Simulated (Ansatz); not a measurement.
The system is Zr3S2.

```
CELL_PARAMETERS angstrom
2.90254 1.67578 3.48777
-2.90254 1.67578 3.48777
0.00000 -3.35156 3.48777
ATOMIC_POSITIONS crystal
Zr 0.83873 0.50000 0.16127
Zr 0.50000 0.16127 0.83873
Zr 0.16127 0.83873 0.50000
S 0.66502 0.66502 0.66502
S 0.33498 0.33498 0.33498
```

The cell comes from a database or a generator and needn't be the stable form of this composition.

Program: Ansatz 0.2.0. Alike in all runs: task projected density of states; level r2SCAN+U; potentials or basis Ansatz PAW; no spin polarisation; cell as given; k mesh 6 × 6 × 6; cutoff (eV) 500; smearing fermi-dirac 0.05 eV.

Question: Order these runs on this cell by their pressure, lowest first.
A. U Zr d U = 5 eV
B. U Zr d U = 1 eV
C. U Zr d U = 4 eV

Answer: B (0.3 GPa), C (4.0 GPa), A (5.6 GPa).

Caveats: U without spin polarisation on a metal has little footing; the PAW data sets come from PBE, with cores solved anew for the run's functional, which leaves a small shift of forces and pressure; the density of states is complete only up to the lowest level of the last band computed.
